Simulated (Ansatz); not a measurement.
**CO2: further runs on the relaxed cell**

The task here is to estimate one member of a computed series from the others.

Method: DFT r2SCAN+D3(BJ), scalar-relativistic, plane waves, PAW, in Ansatz 0.2.0.

**The structure to begin with**

It takes space group Pa-3 (No. 205, cubic). The conventional cell has a = 5.495 Å, b = 5.495 Å, c = 5.495 Å, α = 90.00°, β = 90.00°, γ = 90.00°. C (site symmetry -3) is surrounded by 2 O at 1.16 Å. Around O (site symmetry 3) lie 1 C at 1.16 Å.

Coordinates:

```
C O
1.0
     5.49521    0.00000    0.00000
     0.00000    5.49521    0.00000
     0.00000    0.00000    5.49521
C O
4 8
Direct
  0.00000 0.00000 0.00000
  0.50000 0.00000 0.50000
  0.50000 0.50000 0.00000
  0.00000 0.50000 0.50000
  0.12185 0.12185 0.12185
  0.37815 0.87815 0.62185
  0.62185 0.37815 0.87815
  0.87815 0.62185 0.37815
  0.87815 0.87815 0.87815
  0.62185 0.12185 0.37815
  0.37815 0.62185 0.12185
  0.12185 0.37815 0.62185
```

It is the result of an earlier relaxation at this level (volume 13.83 Å³/atom; gap on the mesh: 7.57 eV).

Set-up of the first run:

Contents of input.yaml:

```yaml
crystal:
  lattice:
    - [5.439695387, 0.0, 0.0]
    - [0.0, 5.439695387, 0.0]
    - [0.0, 0.0, 5.439695387]
  atoms:
    - { symbol: C, position: [0.0, 0.0, 0.0] }
    - { symbol: C, position: [0.5, 0.0, 0.5] }
    - { symbol: C, position: [0.5, 0.5, 0.0] }
    - { symbol: C, position: [0.0, 0.5, 0.5] }
    - { symbol: O, position: [0.1218494866, 0.1218494866, 0.1218494866] }
    - { symbol: O, position: [0.3781505134, 0.8781505134, 0.6218494866] }
    - { symbol: O, position: [0.6218494866, 0.3781505134, 0.8781505134] }
    - { symbol: O, position: [0.8781505134, 0.6218494866, 0.3781505134] }
    - { symbol: O, position: [0.8781505134, 0.8781505134, 0.8781505134] }
    - { symbol: O, position: [0.6218494866, 0.1218494866, 0.3781505134] }
    - { symbol: O, position: [0.3781505134, 0.6218494866, 0.1218494866] }
    - { symbol: O, position: [0.1218494866, 0.3781505134, 0.6218494866] }
basis:
  ecutwfc: 500
kpoints:
  mp_grid: { grid: [4, 4, 4] }
hamiltonian:
  xc: r2scan
  dispersion: d3bj
scf:
  occupations: { method: gaussian, width: 0.02 }
output:
  forces: true
  stress: true
  eigenvalues: true
relax:
  adjacent_minimum: "off"
  f_tol: 0.01
  max_steps: 30
```

Run with:

```console
$ ansatz run input.yaml --threads 4 --pin off --max-ram 10240MiB --backend cpu --events-out ev --progress --plain --runs-dir out
```

Steps of the session up to this table: Volume × 0.97; Volume × 1.03; The cell scaled to 0.94 of its volume; Volume × 1.06; Point at V/V0 = 0.91; Volume × 1.10; Point at V/V0 = 0.88.

One table of the session follows, with a row left open; its other results are not shown here.

It belongs to the step «Equation of state». 

```
volume (Å³/atom)  energy above the lowest point (meV/atom)  pressure (GPa)  gap on the mesh (eV)
          12.169                                       9.6            2.20                  7.76
          12.584                                       5.0            1.44                  7.70
          12.999                                         ?               ?                     ?
          13.414                                       0.5            0.38                  7.60
          13.828                                       0.0            0.02                  7.57
          14.243                                       0.4           -0.27                  7.53
          14.658                                       1.4           -0.49                  7.51
          15.211                                       3.5           -0.70                  7.48
```

Q: Estimate the row for volume (Å³/atom) = 12.999 from the others.

Worked estimate for «energy above the lowest point (meV/atom)». A straight line through the neighbours (12.584, 5.0) and (13.414, 0.5) gives 5.0 + (0.5 − 5.0) × (12.999 − 12.584) / (13.414 − 12.584) = 2.7; a parabola fitted to 4 rows on both sides gives 2.1.

**Answer.** energy above the lowest point (meV/atom): 2.0; pressure (GPa): 0.85; gap on the mesh (eV): 7.65. In «energy above the lowest point (meV/atom)» the line misses by +0.7 and the parabola by +0.1.

Limits of these values: Warnings in the runs' records: dispersion damping borrowed, stress scf threshold loose.
